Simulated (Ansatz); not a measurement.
Write a Python script for Ansatz 0.2.0 through its Python package that makes a relaxed scan of one distance of H3In, SMILES [InH3]. Use (for the species named): PBE0, def2-SVP basis, multiplicity 1.

```yaml
atoms:
  - { symbol: In, position_ang: [0.0120, -0.0409, 0.2131] }
  - { symbol: H, position_ang: [0.3526, 1.4735, 0.5301] }
  - { symbol: H, position_ang: [-1.1052, 0.0292, -1.3929] }
  - { symbol: H, position_ang: [0.7961, -1.5221, 0.6294] }
```

Script `h3in.py`:
```python
"""One bond of H3In held at set lengths while the rest relaxes."""

import ansatz as az
from ase import Atoms
import numpy as np

atoms = Atoms(["In", "H", "H", "H"], positions=[
    (0.012, -0.0409, 0.2131),
    (0.3526, 1.4735, 0.5301),
    (-1.1052, 0.0292, -1.3929),
    (0.7961, -1.5221, 0.6294),
])
h3in = az.Crystal.molecule_from_ase(atoms)

base = h3in.calculation()
base = base.basis(gaussian="def2-SVP")
base = base.functional("pbe0")
symbols = [site.symbol for site in h3in.cartesian_sites]
pairs = [(0, 1), (0, 2), (0, 3)]
print("held (A)   E (eV)        ", "  ".join(f"{symbols[i]}{i}-{symbols[j]}{j}" for i, j in pairs))
for length in [1.8, 1.96, 2.11, 2.35, 2.64]:
    r = base.relax(constraints=[az.DistanceConstraint((0, 2), at=length)], force_tolerance=0.02, max_steps=60).run(threads=1).report
    xyz = np.array(r["positions_ang"])
    print(f"{length:6.2f} {r['free_energy_ev']:14.5f}  ", "  ".join(f"{np.linalg.norm(xyz[i] - xyz[j]):.3f}" for i, j in pairs))
```

Running `python h3in.py` prints:
```text
held (A)   E (eV)         In0-H1  In0-H2  In0-H3
DeckWarning: relax.constraints: the input's atoms, or those drawn, lie off the distances that are held; a relaxation that starts there is brought onto them ahead of its first SCF, by positions alone, an atom by 7.88e-2 Å at the most. With the symmetry detection on, the symmetry is detected on the input's atoms as so [...]
  1.80    -5221.15991   1.732  1.800  1.732
  1.96    -5220.95772   1.728  1.960  1.728
  2.11    -5220.65855   1.727  2.110  1.727
  2.35    -5220.09195   1.725  2.350  1.725
  2.64    -5219.39828   1.722  2.640  1.722
```
(Warnings from the package without file and line, shortened, repeats left out.)

What to keep in mind:
- Total energies depend on the basis set; only differences at equal settings carry meaning.
- The energies are electronic: no zero-point or thermal terms, and the basis set is short of its limit.
- def2 sets replace the cores of elements past krypton by effective core potentials.
- Run time: 20 s on 1 thread of Arm Neoverse V2 (shared host), peak memory 0.17 GiB.
